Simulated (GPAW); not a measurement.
The system is NbTe.

```
Nb Te
1.0
     3.42570    0.00000    0.00000
     0.00000    3.42570    0.00000
     0.00000    0.00000    3.42570
Nb Te
1 1
Direct
  0.50000 0.50000 0.50000
  0.00000 0.00000 0.00000
```

The cell was built by a generator and needn't be a form met in nature.

Base run:

* Program: GPAW 26.7.0
* Functional: TPSS
* Potentials or basis: GPAW PAW data sets (gpaw-data 1.2.1)
* Cutoff: 600 eV
* Basis: pw
* k mesh: 8 × 8 × 8
* Occupations: fermi-dirac, width 0.05 eV
* Spin: no spin polarisation

Its results: pressure -3.0 GPa.

**Question.** After a change of settings the same cell gave: pressure -4.1 GPa. Which change was it?
A. functional from TPSS to PW91; potentials or basis from GPAW PAW data sets (gpaw-data 1.2.1) to PAW data sets generated in the run's folder for this functional
B. functional from TPSS to SCAN
C. functional from TPSS to BLYP; potentials or basis from GPAW PAW data sets (gpaw-data 1.2.1) to PAW data sets generated in the run's folder for this functional
D. functional from TPSS to PBEsol; potentials or basis from GPAW PAW data sets (gpaw-data 1.2.1) to PAW data sets generated in the run's folder for this functional

**Answer.** B.

Caveats: the PAW data sets were made with another functional, which shifts forces and pressure a little.

Runs at the PBE level aren't shown here.
